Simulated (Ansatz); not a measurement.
**FH₃OSiSn: one species, many methods**

The task here is to estimate one member of a computed series from the others.

Program: Ansatz 0.2.0, Gaussian basis. Level of theory: functionals in def2-TZVPP, the program's frozen cores in correlated methods. These are calculated values, not measurements.

The runs, in order: LDA (SPW92), PBE-D4, revPBE-D4, BLYP-D4, r2SCAN-D4, B97M-V, PBE0-D4, B3LYP-D4, r2SCANh-D4, r2SCAN0-D4, HSE06-D4, BHLYP-D4, CAM-B3LYP-D4, LC-ωPBE, ωB97X-V, ωB97M-V, B2PLYP, PBE-QIDH; CCSD(T)/def2-SVP; CCSD(T)/def2-TZVPP; MP2/def2-QZVPP; extrapolation to the limit; RPA on PBE.

## The relaxed structure

All runs share one geometry, relaxed beforehand with PBE0-D4 in a triple-zeta def2 set. Sn takes the def2 core potential; no spin-orbit term is included.

7 atoms, charge 0, spin multiplicity 1.

Atoms are counted from 1 here; the program's logs count them from 0.

Bond lengths: F1–Si2 1.587 Å, Si2–O3 1.597 Å, Si2–Sn4 2.456 Å, Si2–H5 1.478 Å, O3–Sn4 2.157 Å, Sn4–H6 1.708 Å, Sn4–H7 1.710 Å. Angles: F1–Si2–O3 118.5°, F1–Si2–Sn4 120.7°, F1–Si2–H5 105.8°, O3–Si2–Sn4 60.0°, O3–Si2–H5 120.6°, Sn4–Si2–H5 125.8°, Si2–O3–Sn4 80.2°, Si2–Sn4–O3 39.9°, Si2–Sn4–H6 121.8°, Si2–Sn4–H7 123.3°, O3–Sn4–H6 104.9°, O3–Sn4–H7 105.4°, H6–Sn4–H7 108.0°.

Coordinates:

| atom | x (Å) | y (Å) | z (Å) |
| --- | --- | --- | --- |
| F1 | 0.2659 | -1.3941 | 1.9970 |
| Si2 | 0.6526 | -0.8656 | 0.5512 |
| O3 | -0.4229 | -1.0006 | -0.6216 |
| Sn4 | -0.4148 | 1.1428 | -0.3755 |
| H5 | 2.0557 | -1.2779 | 0.3352 |
| H6 | -2.0338 | 1.5507 | -0.0131 |
| H7 | -0.0415 | 1.7769 | -1.9190 |

The first run:

The input, in.yaml:

```yaml
crystal:
  periodic: [false, false, false]
  atoms:
    - {symbol: F, position_ang: [0.265905, -1.394121, 1.996987]}
    - {symbol: Si, position_ang: [0.652640, -0.865641, 0.551233]}
    - {symbol: O, position_ang: [-0.422944, -1.000563, -0.621619]}
    - {symbol: Sn, position_ang: [-0.414766, 1.142762, -0.375508]}
    - {symbol: H, position_ang: [2.055670, -1.277861, 0.335156]}
    - {symbol: H, position_ang: [-2.033776, 1.550666, -0.013116]}
    - {symbol: H, position_ang: [-0.041531, 1.776858, -1.919033]}
basis:
  gaussian: {orbitals: def2-TZVPP}
hamiltonian: {xc: lda}
output: {orbitals: {seedname: orbitals}}
```

Started as:

```sh
$ ansatz run in.yaml --threads 2 --pin off --events-out ev --progress --plain --max-ram 4352MiB
```

Among the steps run: LDA; PBE-D4 (GGA); revPBE-D4 (GGA); BLYP-D4 (GGA); r2SCAN-D4 (meta-GGA); B97M-V (meta-GGA); B3LYP-D4 (hybrid); r2SCANh-D4 (hybrid); r2SCAN0-D4 (hybrid); HSE06-D4 (hybrid); BHLYP-D4 (hybrid); CAM-B3LYP-D4 (range-separated); LC-ωPBE (range-separated); ωB97X-V (range-separated); ωB97M-V (range-separated); B2PLYP (double hybrid); PBE-QIDH (double hybrid).

One table of the session follows, with a row left open; its other results are not shown here.

It belongs to the step «Frontier levels by functional». 

```
  functional  HOMO (eV)  LUMO (eV)  gap (eV)
 LDA (SPW92)      -6.16      -2.82      3.34
      PBE-D4      -6.00      -2.62      3.38
   revPBE-D4      -5.94      -2.54      3.40
     BLYP-D4      -5.89      -2.56      3.33
   r2SCAN-D4      -6.23      -2.46      3.77
      B97M-V          ?          ?         ?
     PBE0-D4      -7.03      -1.91      5.12
    B3LYP-D4      -6.87      -2.15      4.72
  r2SCANh-D4      -6.61      -2.20      4.41
  r2SCAN0-D4      -7.18      -1.81      5.37
    HSE06-D4      -6.64      -2.27      4.37
    BHLYP-D4      -7.97      -1.17      6.80
CAM-B3LYP-D4      -8.25      -1.00      7.25
     LC-ωPBE      -9.42       0.08      9.51
     ωB97X-V      -9.14      -0.01      9.14
     ωB97M-V      -9.02      -0.20      8.82
```

**Question.** Estimate the row for B97M-V.

**Answer.** HOMO (eV): -6.24; LUMO (eV): -2.56; gap (eV): 3.68. In the column «HOMO (eV)» it lies between r2SCANh-D4 (-6.61) and r2SCAN-D4 (-6.23).
